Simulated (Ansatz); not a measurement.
# Li: the cost of one run

Program: Ansatz 0.2.0. Level of theory: DFT PBEsol, scalar-relativistic. These are calculated values, not measurements.

**1. The structure to begin with**

Symmetry: R-3m, No. 166, trigonal system. Conventional cell: a = 3.101 Å, b = 3.101 Å, c = 22.765 Å, α = 90.00°, β = 90.00°, γ = 120.00°. Li (site symmetry -3m) is surrounded by 12 Li at 3.10 Å. Li (site symmetry 3m) has 12 Li at 3.09 to 3.10 Å as nearest neighbours.

As a file:

```xyz
3
Lattice="1.5505 0.8952 7.5883 -1.5505 0.8952 7.5883 0.0000 -1.7904 7.5883" Properties=species:S:1:pos:R:3 pbc="T T T"
Li    0.0000    0.0000    0.0000
Li    0.0000    0.0000    5.0538
Li    0.0000    0.0000   17.7111
```

Atoms are numbered in the order of the input: Li1, Li2, Li3.

**2. Volume × 0.96, LAPW**

Input file input.yaml:

```yaml
crystal:
  lattice:
    - [1.5295437082, 0.8830824716, 7.4857428335]
    - [-1.5295437082, 0.8830824716, 7.4857428335]
    - [0.0, -1.7661649434, 7.4857428335]
  atoms:
    - { symbol: Li, position: [0.0, 0.0, 0.0] }
    - { symbol: Li, position: [0.222, 0.222, 0.222] }
    - { symbol: Li, position: [0.778, 0.778, 0.778] }
kpoints:
  mp_grid: { grid: [12, 12, 12] }
  band_path:
    path:
      - [0.0, 0.0, 0.0]
      - [0.5, 0.5, 0.5]
      - [0.824055609, 0.175944391, 0.5]
      - [0.5, -0.175944391, 0.175944391]
      - [0.5, 0.0, 0.0]
      - [0.0, 0.0, 0.0]
      - [0.3379721955, -0.3379721955, 0.0]
      - [0.6620278045, 0.0, 0.3379721955]
      - [0.5, 0.0, 0.5]
    npoints: 5
scf:
  occupations: { method: fermi_dirac, width: 0.05 }
hamiltonian:
  xc: pbesol
  pseudopotentials: { kind: all_electron, lapw: { basis_error: 0.001 } }
output:
  forces: true
  stress: true
  eigenvalues: true
```

Launch:

```
> ansatz run input.yaml --threads 1 --pin off --max-ram 6144MiB --backend cpu --events-out ev --progress --plain --runs-dir out
```

What time and memory should one allow on 1 thread of Arm Neoverse V1, shared host?

About 8.5 s, with a peak of 0.25 GiB.
